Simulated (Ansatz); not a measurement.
# CH4MgOSi (SMILES [CH2]1O[SiH2][Mg]1): single points off equilibrium

The task here is to estimate one member of a computed series from the others.

The runs use Ansatz 0.2.0, Gaussian basis; single points in def2-TZVPP.

Cores are frozen in the correlated methods. The outer core shell of Li, Na, Mg and K is correlated.

## The system as given

SMILES `[CH2]1O[SiH2][Mg]1`, 8 atoms, charge 0, spin multiplicity 1.

Atoms are counted from 1 here; the program's logs count them from 0.

Bond lengths: C1–O2 1.367 Å, C1–Mg4 2.113 Å, C1–H5 1.134 Å, C1–H6 1.211 Å, O2–Si3 1.627 Å, O2–Mg4 2.522 Å, Si3–Mg4 2.475 Å, Si3–H7 1.606 Å, Si3–H8 1.463 Å. Angles: O2–C1–Mg4 90.2°, O2–C1–H5 108.1°, O2–C1–H6 104.6°, Mg4–C1–H5 115.6°, Mg4–C1–H6 136.4°, H5–C1–H6 98.6°, C1–O2–Si3 120.1°, C1–O2–Mg4 56.9°, Si3–O2–Mg4 69.5°, O2–Si3–Mg4 72.6°, O2–Si3–H7 104.2°, O2–Si3–H8 101.7°, Mg4–Si3–H7 116.5°, Mg4–Si3–H8 145.3°, H7–Si3–H8 98.1°, C1–Mg4–O2 32.8°, C1–Mg4–Si3 68.4°, O2–Mg4–Si3 38.0°.

Geometry (Å):

```xyz
8

C    -0.3437    1.1525   -0.3355
O    -0.2620    0.1519    0.5925
Si    0.2377   -1.3315    0.1505
Mg   -0.7773   -0.2665   -1.8402
H     0.6737    1.6485   -0.4093
H    -0.9395    2.0441    0.2281
H     1.8383   -1.2582    0.2657
H    -0.0213   -2.1056    1.3651
```

The first run:

run/in.yaml

```yaml
crystal:
  periodic: [false, false, false]
  atoms:
    - {symbol: C, position_ang: [-0.343700, 1.152500, -0.335500]}
    - {symbol: O, position_ang: [-0.262000, 0.151900, 0.592500]}
    - {symbol: Si, position_ang: [0.237700, -1.331500, 0.150500]}
    - {symbol: Mg, position_ang: [-0.777300, -0.266500, -1.840200]}
    - {symbol: H, position_ang: [0.673700, 1.648500, -0.409300]}
    - {symbol: H, position_ang: [-0.939500, 2.044100, 0.228100]}
    - {symbol: H, position_ang: [1.838300, -1.258200, 0.265700]}
    - {symbol: H, position_ang: [-0.021300, -2.105600, 1.365100]}
basis:
  gaussian: {orbitals: def2-TZVPP}
correlation: {method: ccsd_t}
```

Launch:

```console
> ansatz run in.yaml --threads 8 --pin off --events-out ev --progress --plain --max-ram 10444MiB
```

Among the steps run: CCSD(T)/def2-TZVPP; PBE0-D4/def2-TZVPP; wB97M-V/def2-TZVPP; r2SCAN-D4/def2-TZVPP; PBE-D4/def2-TZVPP; wB97X-V/def2-TZVPP; BHLYP-D4/def2-TZVPP.

One of the session's tables, all rows but one given; the rest of the session is left out.

```
   method  RMS force component (eV/Å)  dipole (D)
  PBE0-D4                       1.351        4.58
  wB97M-V                           ?           ?
r2SCAN-D4                       1.385        4.21
   PBE-D4                       1.365        3.89
  wB97X-V                       1.392        5.28
 BHLYP-D4                       1.428        5.27
```

Q: Estimate the row for wB97M-V from the others.

As computed: RMS force component (eV/Å): 1.392; dipole (D): 5.07.
